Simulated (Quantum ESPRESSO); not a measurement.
Crystal: ScSi2.

```xyz
3
Lattice="3.6600 0.0000 0.0000 -1.8300 3.1697 0.0000 0.0000 0.0000 3.8700" Properties=species:S:1:pos:R:3 pbc="T T T"
Sc    0.0000    0.0000    0.0000
Si    1.8300    1.0566    1.9350
Si    0.0000    2.1131    1.9350
```

| Item | Value |
| --- | --- |
| Program | Quantum ESPRESSO 7.5 |
| Task | single point |
| Functional | PBE |
| Potentials or basis | SSSP 1.3 efficiency PBE |
| Cutoff | 816 eV |
| Density cutoff | 5987 eV |
| k mesh | 8 × 8 × 7 |
| Occupations | fermi-dirac, width 0.05 eV |
| Spin | no spin polarisation |

On this cell: pressure 25.3 GPa; largest force under 0.003 eV/Å; band gap on the k mesh none (metal or under the smearing width).

The same run follows on a disturbed copy (atoms moved at random, drawn with an rms of 0.05 Å):

```
CELL_PARAMETERS angstrom
3.66000 0.00000 0.00000
-1.83000 3.16965 0.00000
0.00000 0.00000 3.87000
ATOMIC_POSITIONS crystal
Sc 0.99981 0.00282 0.98772
Si 0.67459 0.34644 0.50953
Si 0.32321 0.67437 0.50000
```

Question: What changes?

Answer: The energy (extrapolated to zero smearing) moves by +23.1 meV/atom; pressure 25.8 GPa; largest force 1.678 eV/Å; band gap on the k mesh none (metal or under the smearing width).

Forces on the atoms (eV/Å):
```
Sc  -0.088  0.127  0.644
Si  -1.471 -0.609 -0.252
Si   1.559  0.482 -0.392
```

Stress tensor (GPa, compression positive):
```
39.86  5.55 -0.22
 5.55 36.16  0.12
-0.22  0.12  1.24
```

Caveats: so large a pressure means that the cell lies far from this level's equilibrium, or that cutoff or potentials fall short (some runs).
